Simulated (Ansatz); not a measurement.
# H₂OSSn: a ladder of functionals and wavefunction methods

One table from this session's results is given with a row withheld; the runs are named, their logs left out.

Computed with Ansatz 0.2.0, Gaussian basis. Level: functionals in def2-TZVPP, the program's frozen cores in correlated methods.

Plan: LDA (SPW92), PBE-D4, revPBE-D4, BLYP-D4, r2SCAN-D4, B97M-V, PBE0-D4, B3LYP-D4, r2SCANh-D4, r2SCAN0-D4, HSE06-D4, BHLYP-D4, CAM-B3LYP-D4, LC-ωPBE, ωB97X-V, ωB97M-V, B2PLYP, PBE-QIDH; CCSD(T)/def2-SVP; CCSD(T)/def2-TZVPP; MP2/def2-QZVPP; extrapolation to the limit; RPA on PBE.

### The relaxed structure

All runs share one geometry, relaxed beforehand with PBE0-D4 in a triple-zeta def2 set. Sn takes the def2 core potential; no spin-orbit term is included.

SMILES `[OH][Sn][SH]`, 5 atoms, charge 0, spin multiplicity 1.

Atoms are counted from 1 here; the program's logs count them from 0.

Bond lengths: O1–Sn2 1.976 Å, O1–H4 0.960 Å, Sn2–S3 2.454 Å, S3–H5 1.343 Å. Angles: Sn2–O1–H4 118.2°, O1–Sn2–S3 99.3°, Sn2–S3–H5 95.9°.

Coordinates:

```xyz
5

O    -1.1692   -1.0431   -0.0553
Sn   -1.0997    0.8192   -0.7128
S     1.2075    1.3763   -0.0876
H    -0.3839   -1.4069    0.3604
H     1.4953    0.1809    0.4539
```

Set-up of the first run:

The input, in.yaml:

```yaml
crystal:
  periodic: [false, false, false]
  atoms:
    - {symbol: O, position_ang: [-1.169246, -1.043056, -0.055282]}
    - {symbol: Sn, position_ang: [-1.099722, 0.819154, -0.712792]}
    - {symbol: S, position_ang: [1.207502, 1.376269, -0.087647]}
    - {symbol: H, position_ang: [-0.383856, -1.406903, 0.360436]}
    - {symbol: H, position_ang: [1.495323, 0.180934, 0.453885]}
basis:
  gaussian: {orbitals: def2-TZVPP}
hamiltonian: {xc: lda}
output: {orbitals: {seedname: orbitals}}
```

Run with:

```
ansatz run in.yaml --threads 4 --pin off --events-out ev --progress --plain --max-ram 10444MiB
```

Among the steps run: LDA; PBE-D4 (GGA); revPBE-D4 (GGA); BLYP-D4 (GGA); r2SCAN-D4 (meta-GGA); B97M-V (meta-GGA); PBE0-D4 (hybrid); B3LYP-D4 (hybrid); r2SCANh-D4 (hybrid); r2SCAN0-D4 (hybrid); HSE06-D4 (hybrid); BHLYP-D4 (hybrid); CAM-B3LYP-D4 (range-separated); LC-ωPBE (range-separated); ωB97X-V (range-separated); ωB97M-V (range-separated); B2PLYP (double hybrid); PBE-QIDH (double hybrid).

One of the session's tables, all rows but one given; the rest of the session is left out.

It belongs to the step «Frontier levels by functional». 

| functional | HOMO (eV) | LUMO (eV) | gap (eV) |
| --- | --- | --- | --- |
| LDA (SPW92) | -6.50 | -3.15 | 3.35 |
| PBE-D4 | -6.33 | -2.90 | 3.42 |
| revPBE-D4 | ? | ? | ? |
| BLYP-D4 | -6.15 | -2.83 | 3.32 |
| r2SCAN-D4 | -6.62 | -2.85 | 3.77 |
| B97M-V | -6.49 | -2.84 | 3.64 |
| PBE0-D4 | -7.36 | -2.26 | 5.10 |
| B3LYP-D4 | -7.18 | -2.48 | 4.70 |
| r2SCANh-D4 | -6.99 | -2.60 | 4.39 |
| r2SCAN0-D4 | -7.55 | -2.23 | 5.32 |
| HSE06-D4 | -6.97 | -2.62 | 4.35 |
| BHLYP-D4 | -8.24 | -1.57 | 6.67 |
| CAM-B3LYP-D4 | -8.57 | -1.37 | 7.21 |
| LC-ωPBE | -9.78 | -0.31 | 9.47 |
| ωB97X-V | -9.48 | -0.39 | 9.09 |
| ωB97M-V | -9.38 | -0.53 | 8.85 |

Estimate the missing values for revPBE-D4.

As computed: HOMO (eV): -6.27; LUMO (eV): -2.81; gap (eV): 3.45. In the column «HOMO (eV)» it lies between PBE-D4 (-6.33) and BLYP-D4 (-6.15).
